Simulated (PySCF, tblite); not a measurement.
**BCl2H4NSi: dynamics, then NMR shifts on frames**

How do NMR shifts of BCl2H4NSi (`N[SiH2]B(Cl)Cl`) change as the atoms move?

The runs use tblite 0.8.0 and PySCF 2.14.0, with density-fitted response routines of our own; the level of theory stands in each step. All values are computed, except where a source is named. Atoms are numbered from 0 throughout.

## 1. The molecule as given

9 atoms, charge 0, multiplicity 1; geometry from: GFN2-xTB.

Bonds of the start (Å): N0–Si1 1.73, Si1–B2 1.99, B2–Cl3 1.73, B2–Cl4 1.72, N0–H5 1.01, N0–H6 1.01, Si1–H7 1.48, Si1–H8 1.47.

## 2. Thermal motion with GFN2-xTB

Job settings and geometry (Å):

```
{"job": {"kind": "md", "xc": "GFN2-xTB", "basis": "xTB", "temperature": 200, "steps": 2000, "every": 50, "frames": 5}, "charge": 0, "multiplicity": 1}
N     -1.399014     0.448370     0.435146
Si    -0.251241    -0.345107    -0.583651
B      1.552398     0.102305     0.141905
Cl     2.331518    -0.889221     1.319237
Cl     2.427878     1.490445    -0.368537
H     -1.290625     0.412109     1.436318
H     -2.376662     0.388810     0.199736
H     -0.448642    -1.805506    -0.691575
H     -0.532051     0.203789    -1.913759
```

With the program's defaults for keys left out, this is: GFN2-xTB Langevin dynamics, gas phase.

Run with:

```
$ OMP_NUM_THREADS=1 python probes_run.py task.json out
```

The driver reads the jobs from task.json and runs them one after another.

Standard output:

```text
t/fs     T/K      E/eV
    0.0   186.1   -464.95114
   25.0   130.6   -464.87848
   50.0   129.0   -464.85199
   75.0   222.6   -464.80195
  100.0   115.0   -464.76726
  125.0   177.8   -464.80645
  150.0   196.9   -464.87841
  175.0   157.0   -464.89155
  200.0   128.9   -464.84041
  225.0   125.8   -464.72847
  250.0   214.7   -464.82824
  275.0   218.4   -464.81035
  300.0   204.1   -464.76743
  325.0   178.6   -464.82653
  350.0   142.4   -464.67896
  375.0   256.2   -464.77411
  400.0   302.0   -464.78427
  425.0   420.1   -464.82183
  450.0   226.8   -464.73450
  475.0   106.1   -464.61552
  500.0   142.4   -464.68735
  525.0   332.4   -464.81722
  550.0   318.8   -464.87159
  575.0   296.2   -464.87000
  600.0   150.1   -464.74485
  625.0   177.5   -464.83122
  650.0   216.0   -464.88802
  675.0   198.9   -464.85891
  700.0   225.4   -464.75238
  725.0   221.1   -464.77001
  750.0   296.0   -464.87693
  775.0   255.0   -464.77052
  800.0   189.4   -464.71759
  825.0   177.6   -464.80605
  850.0   141.8   -464.86386
  875.0   131.8   -464.84365
  900.0   120.9   -464.83450
  925.0   129.5   -464.80932
  950.0   152.6   -464.80545
  975.0   120.5   -464.74659
 1000.0   141.8   -464.76804
```

Wall time 9.6 s (1 thread of INTEL XEON PLATINUM 8581C at 2.30GHz, shared host); peak memory 0.18 GiB.

Distance from the start (root mean square after alignment): 0 fs 0.00 Å, 200 fs 0.11 Å, 400 fs 0.49 Å, 600 fs 0.80 Å, 800 fs 0.82 Å, 1000 fs 0.80 Å.

Positions (Å) and forces (eV/Å) at 1000 fs:

```xyz
9

N    -1.689   -0.293    0.911    1.893   -0.849    0.775
Si   -0.923    0.786   -0.167    1.013   -0.205    0.990
B     1.058    0.762    0.218   -0.710   -0.543    0.682
Cl    1.745   -0.388    1.410   -0.142    0.602   -0.680
Cl    1.993    2.023   -0.380    0.532    0.134   -0.069
H    -1.273   -1.180    1.220   -0.274    0.731   -0.310
H    -2.646   -0.381    0.806   -1.959   -0.331   -0.039
H    -1.293    0.534   -1.503   -0.206   -0.249   -1.484
H    -1.607    2.008    0.159   -0.148    0.710    0.134
```

## 3. NMR shieldings: 250 fs, PBE0/pcSseg-1

Job settings and geometry (Å):

```
{"job": {"kind": "nmr", "xc": "PBE0", "basis": "pcSseg-1", "pop": false}, "charge": 0, "multiplicity": 1}
N     -1.500600    -0.254300     0.937000
Si    -0.415700    -0.497400    -0.429900
B      1.444900     0.104800    -0.006400
Cl     2.361300    -0.956800     1.005700
Cl     2.240700     1.579000    -0.367200
H     -1.085300    -0.384400     1.827700
H     -2.381300    -0.684400     0.867500
H     -0.272700    -1.899000    -0.737700
H     -1.032900     0.179300    -1.543600
```

With the program's defaults for keys left out, this is: GIAO PBE0/pcSseg-1 NMR shielding, non-relativistic, gas phase.

Standard output:

```text
coarse grid: 9504 points
cycle   1  E = -1291.3329133558  dE =  5.038e-01  |g| = 4.486e-01  |ddm| = 2.755e+00
cycle   2  E = -1291.2886336271  dE =  4.428e-02  |g| = 6.313e-01  |ddm| = 1.110e+00
cycle   3  E = -1291.3791821651  dE = -9.055e-02  |g| = 3.839e-02  |ddm| = 7.251e-01
cycle   4  E = -1291.3795611506  dE = -3.790e-04  |g| = 1.194e-02  |ddm| = 6.117e-02
cycle   5  E = -1291.3795920796  dE = -3.093e-05  |g| = 2.077e-03  |ddm| = 1.426e-02
cycle   6  E = -1291.3795928398  dE = -7.603e-07  |g| = 1.066e-03  |ddm| = 3.136e-03
final grid: 79112 points
cycle   7  E = -1291.4007480534  dE = -1.974e-05  |g| = 6.918e-03  |ddm| = 1.526e-02
cycle   8  E = -1291.4007406058  dE =  7.448e-06  |g| = 8.811e-03  |ddm| = 1.420e-02
cycle   9  E = -1291.4007574994  dE = -1.689e-05  |g| = 7.966e-04  |ddm| = 8.623e-03
cycle  10  E = -1291.4007575975  dE = -9.810e-08  |g| = 1.309e-04  |ddm| = 9.186e-04
cycle  11  E = -1291.4007576015  dE = -3.947e-09  |g| = 4.734e-05  |ddm| = 1.718e-04
cycle  12  E = -1291.4007576020  dE = -5.525e-10  |g| = 1.578e-05  |ddm| = 6.038e-05
converged SCF energy = -1291.4007576020

GIAO shielding tensors (ppm)
atom      isotropic    diamagn.    paramagn.     s11        s22        s33       span
  0 N      284.632     315.830     -31.198    240.589    275.295    338.011     97.422
  1 Si     403.495     878.145    -474.650    375.640    396.998    437.849     62.209
  2 B       26.908     194.368    -167.460    -37.486     21.561     96.650    134.136
  3 Cl     530.226    1148.008    -617.782    135.805    583.158    871.715    735.910
  4 Cl     558.185    1147.879    -589.694    194.930    579.690    899.936    705.006
  5 H       32.821      31.347       1.474     24.231     30.037     44.195     19.964
  6 H       32.897      30.251       2.645     24.819     27.658     46.213     21.393
  7 H       27.085      28.895      -1.811     24.359     25.211     31.684      7.326
  8 H       27.317      28.569      -1.252     24.384     25.447     32.121      7.737
```

It took 8.3 s on 1 thread of INTEL XEON PLATINUM 8581C at 2.30GHz, shared host; peak memory 0.62 GiB.

The references, computed at this level on geometries of the same kind, shield at (ppm): 1H TMS 31.72, 29Si TMS 349.2, 15N NH3 267.7, 11B BF3·OEt2 100.1, 35Cl HCl 950. Their shielding less the atom's gives the shift. The references are single molecules in the gas phase, so shifts against H2O, NH3, PH3, H3PO4 or CFCl3 are not on the usual liquid scales and can be off by tens of ppm. Each atom is listed at this fixed geometry, with no averaging over motion; a spectrum would average atoms that exchange fast.

```
atoms                           environment  σ (ppm)  δ (ppm)
   H7  hydrogen on a silicon bonded to B, N    27.08     4.63
   H8  hydrogen on a silicon bonded to B, N    27.32     4.40
   H5   hydrogen on a nitrogen bonded to Si    32.82    -1.10
   H6   hydrogen on a nitrogen bonded to Si    32.90    -1.18
   N0            nitrogen bonded to Si, 2 H    284.6    -16.9
  Si1           silicon bonded to B, N, 2 H    403.5    -54.3
   B2              boron bonded to 2 Cl, Si     26.9     73.2
  Cl3                  chlorine bonded to B      530      420
  Cl4                  chlorine bonded to B      558      392
```

## 4. NMR shieldings: 425 fs, PBE0/pcSseg-1

Job settings and geometry (Å):

```
{"job": {"kind": "nmr", "xc": "PBE0", "basis": "pcSseg-1", "pop": false}, "charge": 0, "multiplicity": 1}
N     -1.249500    -1.052500     0.757600
Si    -0.568700    -0.313700    -0.620700
B      1.326700     0.184500     0.016600
Cl     2.249400    -0.874000     1.043800
Cl     2.125000     1.640500    -0.617000
H     -1.099100    -0.828200     1.739300
H     -2.147300    -1.481000     0.671100
H     -0.524800    -1.296600    -1.730800
H     -1.308000     0.823400    -1.050900
```

Method: GIAO PBE0/pcSseg-1 NMR shielding, non-relativistic, gas phase.

Standard output:

```text
coarse grid: 9504 points
cycle   1  E = -1291.3330718451  dE =  4.066e-01  |g| = 4.620e-01  |ddm| = 2.729e+00
cycle   2  E = -1291.2882189128  dE =  4.485e-02  |g| = 6.443e-01  |ddm| = 1.006e+00
cycle   3  E = -1291.3829510247  dE = -9.473e-02  |g| = 3.710e-02  |ddm| = 6.426e-01
cycle   4  E = -1291.3832944656  dE = -3.434e-04  |g| = 1.265e-02  |ddm| = 5.733e-02
cycle   5  E = -1291.3833318323  dE = -3.737e-05  |g| = 3.592e-03  |ddm| = 1.632e-02
cycle   6  E = -1291.3833346579  dE = -2.826e-06  |g| = 1.701e-03  |ddm| = 4.953e-03
final grid: 79112 points
cycle   7  E = -1291.4047496582  dE = -1.926e-05  |g| = 7.355e-03  |ddm| = 1.543e-02
cycle   8  E = -1291.4047393624  dE =  1.030e-05  |g| = 9.855e-03  |ddm| = 1.472e-02
cycle   9  E = -1291.4047611575  dE = -2.180e-05  |g| = 6.561e-04  |ddm| = 8.756e-03
cycle  10  E = -1291.4047612153  dE = -5.774e-08  |g| = 1.127e-04  |ddm| = 7.317e-04
cycle  11  E = -1291.4047612182  dE = -2.934e-09  |g| = 3.263e-05  |ddm| = 1.660e-04
cycle  12  E = -1291.4047612185  dE = -2.458e-10  |g| = 1.095e-05  |ddm| = 4.805e-05
converged SCF energy = -1291.4047612185

GIAO shielding tensors (ppm)
atom      isotropic    diamagn.    paramagn.     s11        s22        s33       span
  0 N      271.268     315.173     -43.906    234.094    260.579    319.131     85.037
  1 Si     406.892     877.896    -471.003    351.702    406.073    462.902    111.200
  2 B       20.243     194.964    -174.721    -49.698     21.180     89.247    138.946
  3 Cl     564.252    1147.998    -583.746    156.160    616.532    920.062    763.903
  4 Cl     542.246    1147.599    -605.354    114.279    627.899    884.559    770.280
  5 H       31.147      30.386       0.760     23.617     28.575     41.248     17.632
  6 H       32.354      29.368       2.986     23.675     27.980     45.408     21.733
  7 H       26.636      27.687      -1.051     23.605     25.285     31.019      7.414
  8 H       27.225      29.172      -1.947     23.205     25.837     32.635      9.430
```

Run time: 6.8 s. Hardware: 1 thread of INTEL XEON PLATINUM 8581C at 2.30GHz, shared host; peak memory 0.65 GiB.

Key values: δ N0 -3.5, Si1 -57.7, B2 79.8, Cl4 408, H7 5.08, H8 4.49 ppm.

## 5. Shielding tensors: 625 fs, PBE0/pcSseg-1

Job settings and geometry (Å):

```
{"job": {"kind": "nmr", "xc": "PBE0", "basis": "pcSseg-1", "pop": false}, "charge": 0, "multiplicity": 1}
N     -1.330100    -1.098400     0.813100
Si    -0.734700     0.159500    -0.204600
B      1.245600     0.389600     0.128700
Cl     2.148900    -0.820900     0.972900
Cl     2.068700     1.794900    -0.514800
H     -1.083500    -2.061900     0.703600
H     -2.326300    -1.093100     1.036900
H     -0.830500     0.091000    -1.662000
H     -1.548200     1.325000     0.354300
```

With the program's defaults for keys left out, this is: GIAO PBE0/pcSseg-1 NMR shielding, non-relativistic, gas phase.

Standard output:

```text
coarse grid: 9504 points
cycle   1  E = -1291.3407283419  dE =  4.135e-01  |g| = 4.414e-01  |ddm| = 2.742e+00
cycle   2  E = -1291.2984059756  dE =  4.232e-02  |g| = 6.210e-01  |ddm| = 9.609e-01
cycle   3  E = -1291.3858413167  dE = -8.744e-02  |g| = 4.094e-02  |ddm| = 6.185e-01
cycle   4  E = -1291.3862594508  dE = -4.181e-04  |g| = 1.284e-02  |ddm| = 6.382e-02
cycle   5  E = -1291.3862927951  dE = -3.334e-05  |g| = 2.867e-03  |ddm| = 1.647e-02
cycle   6  E = -1291.3862942163  dE = -1.421e-06  |g| = 1.175e-03  |ddm| = 4.302e-03
final grid: 79112 points
cycle   7  E = -1291.4077199476  dE = -2.126e-05  |g| = 5.788e-03  |ddm| = 1.423e-02
cycle   8  E = -1291.4077156648  dE =  4.283e-06  |g| = 7.035e-03  |ddm| = 1.023e-02
cycle   9  E = -1291.4077256656  dE = -1.000e-05  |g| = 8.662e-04  |ddm| = 6.271e-03
cycle  10  E = -1291.4077258004  dE = -1.348e-07  |g| = 1.567e-04  |ddm| = 9.554e-04
cycle  11  E = -1291.4077258063  dE = -5.934e-09  |g| = 3.876e-05  |ddm| = 2.105e-04
cycle  12  E = -1291.4077258067  dE = -3.411e-10  |g| = 1.359e-05  |ddm| = 5.747e-05
converged SCF energy = -1291.4077258067

GIAO shielding tensors (ppm)
atom      isotropic    diamagn.    paramagn.     s11        s22        s33       span
  0 N      264.838     314.302     -49.465    233.031    260.828    300.653     67.622
  1 Si     406.906     877.822    -470.916    345.657    389.657    485.404    139.747
  2 B       22.235     195.982    -173.747    -49.071     23.310     92.465    141.537
  3 Cl     572.100    1148.275    -576.175    155.540    617.925    942.835    787.294
  4 Cl     587.630    1147.737    -560.107    191.136    642.293    929.459    738.323
  5 H       31.851      30.726       1.125     23.954     28.308     43.290     19.336
  6 H       30.979      28.538       2.441     22.747     27.082     43.107     20.360
  7 H       26.954      28.242      -1.288     22.642     26.436     31.784      9.143
  8 H       26.292      27.612      -1.320     22.657     25.734     30.485      7.828
```

It took 6.7 s on 1 thread of INTEL XEON PLATINUM 8581C at 2.30GHz, shared host; peak memory 0.65 GiB.

In short: δ N0 2.9, Si1 -57.7, B2 77.8, Cl3 378, H8 5.42, H7 4.76 ppm.

## 6. NMR shieldings: 800 fs, PBE0/pcSseg-1

Job settings and geometry (Å):

```
{"job": {"kind": "nmr", "xc": "PBE0", "basis": "pcSseg-1", "pop": false}, "charge": 0, "multiplicity": 1}
N     -1.364400    -0.844600     0.852300
Si    -0.843600     0.523900    -0.131800
B      1.092200     0.617200     0.097900
Cl     1.902600    -0.619500     1.059200
Cl     2.038000     2.014200    -0.166100
H     -1.059100    -1.774200     0.464100
H     -2.296800    -0.933300     1.118200
H     -1.134700     0.482400    -1.537500
H     -1.482500     1.684600     0.349100
```

Level: GIAO PBE0/pcSseg-1 NMR shielding, non-relativistic, gas phase.

Standard output:

```text
coarse grid: 9504 points
cycle   1  E = -1291.3314040628  dE =  4.895e-01  |g| = 4.351e-01  |ddm| = 2.758e+00
cycle   2  E = -1291.2869156867  dE =  4.449e-02  |g| = 6.224e-01  |ddm| = 1.045e+00
cycle   3  E = -1291.3758681472  dE = -8.895e-02  |g| = 4.202e-02  |ddm| = 6.734e-01
cycle   4  E = -1291.3763135580  dE = -4.454e-04  |g| = 1.337e-02  |ddm| = 6.504e-02
cycle   5  E = -1291.3763480387  dE = -3.448e-05  |g| = 2.907e-03  |ddm| = 1.636e-02
cycle   6  E = -1291.3763493888  dE = -1.350e-06  |g| = 1.419e-03  |ddm| = 4.310e-03
final grid: 79112 points
cycle   7  E = -1291.3975964082  dE = -2.201e-05  |g| = 5.541e-03  |ddm| = 1.418e-02
cycle   8  E = -1291.3975924706  dE =  3.938e-06  |g| = 6.667e-03  |ddm| = 1.009e-02
cycle   9  E = -1291.3976013082  dE = -8.838e-06  |g| = 9.207e-04  |ddm| = 6.306e-03
cycle  10  E = -1291.3976014701  dE = -1.619e-07  |g| = 1.364e-04  |ddm| = 1.005e-03
cycle  11  E = -1291.3976014745  dE = -4.417e-09  |g| = 3.525e-05  |ddm| = 1.838e-04
cycle  12  E = -1291.3976014748  dE = -2.776e-10  |g| = 1.209e-05  |ddm| = 5.224e-05
converged SCF energy = -1291.3976014748

GIAO shielding tensors (ppm)
atom      isotropic    diamagn.    paramagn.     s11        s22        s33       span
  0 N      266.988     315.274     -48.286    228.393    259.810    312.760     84.367
  1 Si     411.757     878.832    -467.075    356.817    380.488    497.965    141.148
  2 B       22.592     194.324    -171.732    -49.839     23.549     94.065    143.904
  3 Cl     530.352    1148.385    -618.032    100.998    587.209    902.850    801.852
  4 Cl     563.029    1147.720    -584.691    188.448    567.564    933.074    744.626
  5 H       30.759      29.213       1.545     23.293     28.039     40.944     17.652
  6 H       32.402      30.473       1.929     24.353     27.143     45.710     21.357
  7 H       27.559      28.732      -1.174     23.292     26.540     32.845      9.553
  8 H       27.825      29.051      -1.226     24.266     26.820     32.389      8.123
```

Wall time 6.8 s (1 thread of INTEL XEON PLATINUM 8581C at 2.30GHz, shared host); peak memory 0.66 GiB.

This run: δ N0 0.7, Si1 -62.6, B2 77.5, Cl3 419, H7 4.16, H8 3.89 ppm.

## 7. Shielding tensors: 1000 fs, PBE0/pcSseg-1

Job settings and geometry (Å):

```
{"job": {"kind": "nmr", "xc": "PBE0", "basis": "pcSseg-1", "pop": false}, "charge": 0, "multiplicity": 1}
N     -1.688800    -0.293100     0.911200
Si    -0.923500     0.785800    -0.167300
B      1.057500     0.762500     0.218100
Cl     1.744800    -0.387900     1.409900
Cl     1.992700     2.023200    -0.379600
H     -1.273100    -1.180200     1.220500
H     -2.645900    -0.380600     0.806400
H     -1.293200     0.533600    -1.503400
H     -1.607000     2.007600     0.158800
```

Level: GIAO PBE0/pcSseg-1 NMR shielding, non-relativistic, gas phase.

Standard output:

```text
coarse grid: 9504 points
cycle   1  E = -1291.3219066417  dE =  5.235e-01  |g| = 4.721e-01  |ddm| = 2.761e+00
cycle   2  E = -1291.2718747508  dE =  5.003e-02  |g| = 6.662e-01  |ddm| = 1.074e+00
cycle   3  E = -1291.3735926078  dE = -1.017e-01  |g| = 3.755e-02  |ddm| = 6.861e-01
cycle   4  E = -1291.3739517636  dE = -3.592e-04  |g| = 1.153e-02  |ddm| = 5.529e-02
cycle   5  E = -1291.3739823141  dE = -3.055e-05  |g| = 2.881e-03  |ddm| = 1.487e-02
cycle   6  E = -1291.3739839413  dE = -1.627e-06  |g| = 1.591e-03  |ddm| = 4.325e-03
final grid: 79112 points
cycle   7  E = -1291.3957617910  dE = -1.925e-05  |g| = 7.210e-03  |ddm| = 1.467e-02
cycle   8  E = -1291.3957527484  dE =  9.043e-06  |g| = 9.451e-03  |ddm| = 1.427e-02
cycle   9  E = -1291.3957728188  dE = -2.007e-05  |g| = 6.797e-04  |ddm| = 8.400e-03
cycle  10  E = -1291.3957728830  dE = -6.422e-08  |g| = 1.222e-04  |ddm| = 7.504e-04
cycle  11  E = -1291.3957728864  dE = -3.376e-09  |g| = 3.347e-05  |ddm| = 1.687e-04
cycle  12  E = -1291.3957728866  dE = -2.574e-10  |g| = 1.189e-05  |ddm| = 5.211e-05
converged SCF energy = -1291.3957728866

GIAO shielding tensors (ppm)
atom      isotropic    diamagn.    paramagn.     s11        s22        s33       span
  0 N      276.370     316.529     -40.159    231.610    267.381    330.119     98.509
  1 Si     410.389     878.672    -468.283    359.362    383.464    488.342    128.980
  2 B       22.962     194.512    -171.551    -45.125     21.265     92.746    137.870
  3 Cl     573.600    1148.228    -574.628    132.827    680.584    907.389    774.562
  4 Cl     548.587    1147.486    -598.899    145.342    556.596    943.824    798.482
  5 H       31.091      30.708       0.383     22.557     29.170     41.546     18.989
  6 H       33.499      31.032       2.468     24.259     29.262     46.977     22.718
  7 H       27.416      29.458      -2.042     23.187     26.274     32.785      9.598
  8 H       27.126      28.650      -1.524     23.149     26.261     31.969      8.821
```

Wall time 6.9 s (1 thread of INTEL XEON PLATINUM 8581C at 2.30GHz, shared host); peak memory 0.66 GiB.

This run: δ N0 -8.6, Si1 -61.2, B2 77.1, Cl4 401, H8 4.59, H7 4.30 ppm.

## 8. Comparing the runs: NMR shifts

Shifts (ppm) of some atoms, chosen among heavy atoms and hydrogens apart, with basis size and wall time:

```
  frame     H5     H6     N0    Si1    B2  Cl3  Cl4  functions   time
 250 fs  -1.10  -1.18  -16.9  -54.3  73.2  420  392        126  8.3 s
 425 fs   0.57  -0.64   -3.5  -57.7  79.8  386  408        126  6.8 s
 625 fs  -0.13   0.74    2.9  -57.7  77.8  378  362        126  6.7 s
 800 fs   0.96  -0.68    0.7  -62.6  77.5  419  387        126  6.8 s
1000 fs   0.63  -1.78   -8.6  -61.2  77.1  376  401        126  6.9 s
```

## 9. What came out

| quantity | value |
| --- | --- |
| thermostat | 200 K |
| mean temperature, second half | 197 K |
| mean potential energy above the minimum | 0.14 eV |
| 1H shifts against TMS (PBE0/pcSseg-1, 250 fs) | 4.63, 4.40, -1.10, -1.18 ppm |
| 15N shifts against NH3 (PBE0/pcSseg-1, 250 fs) | -16.9 ppm |
| 29Si shifts against TMS (PBE0/pcSseg-1, 250 fs) | -54.3 ppm |
| 11B shifts against BF3·OEt2 (PBE0/pcSseg-1, 250 fs) | 73.2 ppm |
| 35Cl shifts against HCl (PBE0/pcSseg-1, 250 fs) | 420, 392 ppm |
| range of the shift of Cl4 | 362 to 408 ppm |

In the second half the potential energy averages 0.14 eV above the minimum; equipartition over 21 harmonic modes at 200 K would give 0.18 eV. With 9 atoms the temperature swings widely (106 to 420 K). Shifts at one fixed geometry are not the observed spectrum, which averages over the motion. In ppm, Cl4 moves most: its shift spreads over 45 ppm, from 362 (625 fs) to 408 (425 fs).
